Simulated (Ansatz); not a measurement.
Predict the output of the script below (the Python package of Ansatz (0.2.0)).

`irpt3_hull.py`:
```python
"""Convex hull of a few Ir-Pt phases, after relaxing atoms and volume at fixed cell shape."""

from collections import Counter
import warnings

import ansatz as az
import numpy as np

PHASES = {
    "IrPt3 Pm-3m": (
        [(3.95125, 0.0, 0.0), (0.0, 3.95125, 0.0), (0.0, 0.0, 3.95125)],
        [
            ("Ir", (0.0, 0.0, 0.0)),
            ("Pt", (0.0, 0.5, 0.5)),
            ("Pt", (0.5, 0.0, 0.5)),
            ("Pt", (0.5, 0.5, 0.0)),
        ],
    ),
    "IrPt R-3m": (
        [(1.39242, 0.80392, 4.4997), (-1.39242, 0.80392, 4.4997), (0.0, -1.60783, 4.4997)],
        [
            ("Ir", (0.0, 0.0, 0.0)),
            ("Pt", (0.5, 0.5, 0.5)),
        ],
    ),
    "Ir": (
        [(0.0, 1.9156, 1.9156), (1.9156, 0.0, 1.9156), (1.9156, 1.9156, 0.0)],
        [
            ("Ir", (0.0, 0.0, 0.0)),
        ],
    ),
    "Pt": (
        [(0.0, 1.9609, 1.9609), (1.9609, 0.0, 1.9609), (1.9609, 1.9609, 0.0)],
        [
            ("Pt", (0.0, 0.0, 0.0)),
        ],
    ),
}


def build(vectors, sites):
    crystal = az.Crystal(lattice=az.Lattice.of(vectors))
    for symbol, position in sites:
        crystal = crystal.atom(symbol, position)
    return crystal


def compute(name, crystal):
    calc = (
        crystal.calculation()
        .functional(az.Functional.LDA)
        .scf(tolerance=1e-05, lower_state_search="standard")
        .basis(500)
        .kpoints(spacing=0.39)
        .occupations("cold", width=0.05)
    )
    calc = calc.relax(force_tolerance=0.03, max_steps=40, fix_cell=["shape"])
    return calc.run(threads=1, backend="cpu")


def counts(outcome):
    return Counter(site.symbol for site in outcome.lattice.sites)

def formation_energy(outcome, mu):
    n = counts(outcome)
    return (outcome.report["energy_sigma0_ev"] - sum(k * mu[element] for element, k in n.items())) / sum(n.values())

warnings.simplefilter("ignore", az.DeckWarning)

phases = {name: build(*cell) for name, cell in PHASES.items()}

done = {}
for name, crystal in phases.items():
    done[name] = compute(name, crystal)
    print(f"{name}: {done[name].report['energy_sigma0_ev']:.4f} eV, {len(done[name].lattice.sites)} atoms")

# energy of one atom in its reference phase
references = {"Ir": "Ir", "Pt": "Pt"}
mu = {element: done[name].report["energy_sigma0_ev"] / len(done[name].lattice.sites) for element, name in references.items()}
points = sorted((counts(o)["Pt"] / len(o.lattice.sites), formation_energy(o, mu), name) for name, o in done.items())

# lower hull by a monotone chain
hull = []
for x, e, _ in points:
    while len(hull) > 1 and (hull[-1][0] - hull[-2][0]) * (e - hull[-2][1]) - (hull[-1][1] - hull[-2][1]) * (x - hull[-2][0]) <= 0:
        hull.pop()
    hull.append((x, e))
rows = [(name, x, e, e - np.interp(x, *zip(*hull))) for x, e, name in points]
print("| phase | x(Pt) | E_form (eV/atom) | above hull (eV/atom) |")
print("| --- | --- | --- | --- |")
for row in rows:
    print(f"| {row[0]} | {row[1]:.3f} | {row[2]:.4f} | {row[3]:.4f} |")
print("on the hull of these phases:", ", ".join(row[0] for row in rows if row[3] < 1e-6))
```

Output of `python irpt3_hull.py`:
```text
IrPt3 Pm-3m: -48397.9941 eV, 4 atoms
IrPt R-3m: -23908.2471 eV, 2 atoms
Ir: -11663.3137 eV, 1 atoms
Pt: -12244.9781 eV, 1 atoms
| phase | x(Pt) | E_form (eV/atom) | above hull (eV/atom) |
| --- | --- | --- | --- |
| Ir | 0.000 | 0.0000 | 0.0000 |
| IrPt R-3m | 0.500 | 0.0223 | 0.0223 |
| IrPt3 Pm-3m | 0.750 | 0.0635 | 0.0635 |
| Pt | 1.000 | 0.0000 | 0.0000 |
on the hull of these phases: Ir, Pt
```

What to keep in mind:
- The settings weren't tested for convergence.
- For the metals among these phases the mesh is modest: differences between phases can be off by up to 40 meV an atom.
- The program warned that this SCF threshold is loose for forces or stresses.
- Atoms and volume are relaxed with the cell's shape held, which in cells of lower than cubic symmetry can hide stresses and shift volumes.
- Spin-orbit coupling, which matters for elements this heavy, is left out.
- The cells come from databases of deposited and of computed structures, and not all need be stable phases.
- Differences under about 40 meV an atom lie within the error of mesh and functional, so such verdicts may flip; only the cells listed enter the hull.
- The script silences the warnings on its input, which a real study should read.
- Run time: 23 s on 1 thread of Arm Neoverse V1 (shared host), peak memory 0.42 GiB.

(Lines on the test bed's own set-up are left out of the output.)
